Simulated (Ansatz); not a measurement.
This was printed by a script on Ansatz 0.2.0, Python API, for a single point in a Gaussian basis of ClFH4Si2, SMILES F[SiH]([SiH3])Cl. What did the script look like? Use: r2scan0, aug-cc-pVDZ basis, multiplicity 1.

`clfh4si2.xyz`
```text
8

F    -1.32370    1.77600    0.18130
Si   -0.44250    0.80390   -0.65400
Si    0.47190   -0.76730    0.72270
Cl   -1.49860   -0.07290   -2.11680
H     0.61290    1.58840   -1.37220
H     1.35490   -0.11410    1.77930
H     1.40620   -1.70100   -0.02300
H    -0.48890   -1.57010    1.42680
```

Output of `python clfh4si2.py`:
```text
converged              True
free_energy_ev         -31058.802530898087
reference_energy_ev    -31058.802530898087
n_frozen               0
n_occupied             [29, 29]
n_virtual              [111, 111]
```

The script that was run (others could print the same):

`clfh4si2.py`:
```python
import ansatz


def main() -> None:
    clfh4si2 = ansatz.Crystal.molecule_from_extxyz("clfh4si2.xyz")

    base = clfh4si2.calculation()
    base = base.basis(gaussian="aug-cc-pVDZ").functional("r2scan0")
    res = base.run(threads=1, pin="off")
    data = res.report

    for key in ("converged", "free_energy_ev", "reference_energy_ev", "n_frozen", "n_occupied", "n_virtual"):
        print(f"{key:22s} {data[key]}")


if __name__ == "__main__":
    main()
```

Caveats:
- Total energies depend on the basis set; only differences at equal settings carry meaning.
- The geometry is a force-field or estimated start, not a minimum of this method, and the basis set is short of its limit.
- Timing: 10 s on 1 thread of Arm Neoverse V2 (shared host), peak memory 0.4 GiB.
